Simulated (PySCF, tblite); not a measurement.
# C7H12BNS: geometry, infrared bands and NMR shifts

Aim: predict the infrared bands and NMR shifts of C7H12BNS (`CC#CB(N)SCC1CC1`).

Computed with tblite 0.8.0 and PySCF 2.14.0, with density-fitted response routines of our own, on a single molecule in the gas phase. Atoms count from 0, in the outputs and in this text.

**1. The molecule as given**

22 atoms, charge 0, multiplicity 1; geometry from: force field or distance geometry start.

Bonds of the start (Å): C0–C1 1.47, C1–C2 1.20, C2–B3 1.53, B3–N4 1.53, B3–S5 1.89, S5–C6 1.82, C6–C7 1.53, C7–C8 1.53, C8–C9 1.53, C9–C7 1.53, C0–H10 1.11, C0–H11 1.10, C0–H12 1.12, N4–H13 1.04, N4–H14 1.04, C6–H15 1.11, C6–H16 1.11, C7–H17 1.10, C8–H18 1.12, C8–H19 1.10, C9–H20 1.10, C9–H21 1.11.

**2. Relaxing the molecule with GFN2-xTB**

The job: settings as JSON, then the geometry in Å.

```
{"job": {"kind": "relax", "xc": "GFN2-xTB", "basis": "xTB"}, "charge": 0, "multiplicity": 1}
C      4.618100     0.980000    -0.975500
C      3.450500     0.348600    -0.352100
C      2.513400    -0.185400     0.181600
B      1.291100    -0.841200     0.830100
N      1.284400    -2.353500     1.076400
S     -0.185800     0.203000     1.374400
C     -1.040800     0.073700    -0.227200
C     -2.330700     0.887100    -0.160600
C     -3.407100     0.447200    -1.148900
C     -3.566800     0.128200     0.333900
H      4.550500     0.841300    -2.075500
H      5.539500     0.520100    -0.588800
H      4.602000     2.068500    -0.729200
H      0.449000    -2.735700     0.579200
H      1.141400    -2.496000     2.094600
H     -1.238700    -0.999400    -0.440800
H     -0.398400     0.497600    -1.021600
H     -2.310800     1.964800     0.059000
H     -4.074000     1.274100    -1.494100
H     -3.171600    -0.431900    -1.774800
H     -3.415400    -0.936600     0.582700
H     -4.309900     0.765000     0.855700
```

Started as:

```console
$ OMP_NUM_THREADS=1 python probes_run.py task.json out
```

This one command runs all jobs of the session in turn.

**Question.** This job is followed by: GFN2-xTB harmonic vibrations, gas phase; GIAO PBE0/pcSseg-1 NMR shielding, non-relativistic, gas phase. Predict these results of the whole session: strongest single infrared mode (GFN2-xTB); zero-point energy (GFN2-xTB); ¹³C shifts against TMS (PBE0/pcSseg-1, means over atoms taken as alike); ¹H shifts against TMS (PBE0/pcSseg-1, means over atoms taken as alike); ¹¹B shifts against BF3·OEt2 (PBE0/pcSseg-1); ¹⁵N shifts against NH3 (PBE0/pcSseg-1); ³³S shifts against CS2 (PBE0/pcSseg-1); surface potential, 1st and 99th percentile.

As calculated:

| quantity | value |
| --- | --- |
| strongest single infrared mode (GFN2-xTB) | 968 cm⁻¹, 185 km/mol |
| zero-point energy (GFN2-xTB) | 111.0 kcal/mol |
| ¹³C shifts against TMS (PBE0/pcSseg-1, means over atoms taken as alike) | 116.6, 87.7, 46.0, 16.6, 7.8, 6.1 ppm |
| ¹H shifts against TMS (PBE0/pcSseg-1, means over atoms taken as alike) | 3.50, 3.01, 2.20, 0.87, 0.55, 0.15 ppm |
| ¹¹B shifts against BF3·OEt2 (PBE0/pcSseg-1) | 31.2 ppm |
| ¹⁵N shifts against NH3 (PBE0/pcSseg-1) | 96.8 ppm |
| ³³S shifts against CS2 (PBE0/pcSseg-1) | -13 ppm |
| surface potential, 1st and 99th percentile | -1.16 V and 1.49 V |

In words: Over 212 steps the energy fell by 1.742 eV; of the close pairs, B3–N4 changed most, 1.532 to 1.392 Å. The lowest mode is imaginary (24i cm⁻¹), so the xTB geometry is not a minimum. The strongest single mode, at 968 cm⁻¹, has its largest shares on B3, C0, H13 and H14 (the list is cut at 4 atoms). Unscaled tight-binding wavenumbers are off by several per cent, some by more. Its intensities can rank the bands wrongly. At PBE0/pcSseg-1: The widest tensor belongs to C2: span 267 ppm, with a paramagnetic part of -158 ppm.
